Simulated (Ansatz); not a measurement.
# In3P: the cost of one run

Computed with Ansatz 0.2.0 (DFT PBE, scalar-relativistic, plane waves, PAW, unless a step's input says otherwise).

### 1 The starting structure

The structure is trigonal, space group R-3m (No. 166). Conventional cell: a = 6.091 Å, b = 6.091 Å, c = 9.835 Å, α = 90.00°, β = 90.00°, γ = 120.00°. In (site symmetry 2/m) is surrounded by 2 P at 2.40 Å. Around P (site symmetry -3m) lie 6 In at 2.40 Å.

Structure file:

```
In P
1.0
     3.04540    1.75826    3.27828
    -3.04540    1.75826    3.27828
     0.00000   -3.51652    3.27828
In P
3 1
Direct
  0.00000 0.00000 0.50000
  0.50000 0.00000 0.00000
  0.00000 0.50000 0.00000
  0.00000 0.00000 0.00000
```

The cell is invented: random cell by space group and Wyckoff sites (R-3m, No. 166). Its size is a rough estimate.

### 2 A first look at the guess

The input, input.yaml:

```yaml
crystal:
  lattice:
    - [3.04539958, 1.75826227, 3.27827986]
    - [-3.04539958, 1.75826227, 3.27827986]
    - [0.0, -3.51652453, 3.27827986]
  atoms:
    - { symbol: In, position: [0.0, 0.0, 0.5] }
    - { symbol: In, position: [0.5, 0.0, 0.0] }
    - { symbol: In, position: [0.0, 0.5, 0.0] }
    - { symbol: P, position: [0.0, 0.0, 0.0] }
basis:
  ecutwfc: 420
kpoints:
  mp_grid: { grid: [6, 6, 6] }
hamiltonian:
  xc: pbe
scf:
  occupations: { method: gaussian, width: 0.1 }
  lower_state_search: "off"
output:
  forces: true
  stress: true
  eigenvalues: true
```

Command:

```
ansatz run input.yaml --threads 1 --pin off --max-ram 2560MiB --backend cpu --events-out ev --progress --plain --runs-dir out
```

Q: Estimate wall time and peak memory on 1 thread of Intel Xeon Platinum 8488C (Sapphire Rapids), shared host.

About 3.4 s, with a peak of 0.52 GiB.
